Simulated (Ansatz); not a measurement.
# CH6B2O: the cost of one run

Program: Ansatz 0.2.0. Level of theory: RKS PBE-D4/def2-SVP. These are calculated values, not measurements.

## 1. The system as given

Bond lengths: B1–C2 1.525 Å, C2–B3 1.559 Å, B3–O4 1.531 Å, B1–H5 1.239 Å, B1–H6 1.207 Å, C2–H7 1.108 Å, C2–H8 1.073 Å, B3–H9 1.230 Å, O4–H10 0.938 Å. Angles: B1–C2–B3 108.9°, B1–C2–H7 111.1°, B1–C2–H8 110.4°, B3–C2–H7 107.8°, B3–C2–H8 108.2°, H7–C2–H8 110.2°, C2–B1–H5 120.8°, C2–B1–H6 124.5°, H5–B1–H6 114.6°, C2–B3–O4 123.5°, C2–B3–H9 121.6°, O4–B3–H9 114.9°, B3–O4–H10 102.8°.

As a file:

```xyz
10

B    -1.3372    0.6533   -0.0517
C    -0.4569   -0.5851   -0.1789
B     0.9248   -0.2940    0.4818
O     1.9177    0.7394   -0.0566
H    -1.7889    1.2178   -1.0579
H    -1.6984    1.1300    0.9964
H    -0.2772   -0.8395   -1.2427
H    -0.9041   -1.4170    0.3311
H     1.3037   -0.9071    1.4781
H     2.3995    0.2510   -0.6966
```

## 2. Relaxing end A

input.yaml

```yaml
crystal:
  periodic: [false, false, false]
  atoms:
    - { symbol: B, position_ang: [-1.3372, 0.6533, -0.0517] }
    - { symbol: C, position_ang: [-0.4569, -0.5851, -0.1789] }
    - { symbol: B, position_ang: [0.9248, -0.294, 0.4818] }
    - { symbol: O, position_ang: [1.9177, 0.7394, -0.0566] }
    - { symbol: H, position_ang: [-1.7889, 1.2178, -1.0579] }
    - { symbol: H, position_ang: [-1.6984, 1.13, 0.9964] }
    - { symbol: H, position_ang: [-0.2772, -0.8395, -1.2427] }
    - { symbol: H, position_ang: [-0.9041, -1.417, 0.3311] }
    - { symbol: H, position_ang: [1.3037, -0.9071, 1.4781] }
    - { symbol: H, position_ang: [2.3995, 0.251, -0.6966] }
basis:
  gaussian: { orbitals: def2-SVP }
hamiltonian:
  xc: pbe
  dispersion: d4
relax:
  f_tol: 0.015
  max_steps: 40
```

The run is started by

```
$ ansatz run input.yaml --threads 1 --pin off --max-ram 2048MiB --backend cpu --events-out ev --progress --plain --runs-dir out
```

**Question.** How long does this run take on 1 thread of Arm Neoverse V1, shared host, and how much memory does it need?

About 37 s, with a peak of 0.12 GiB.
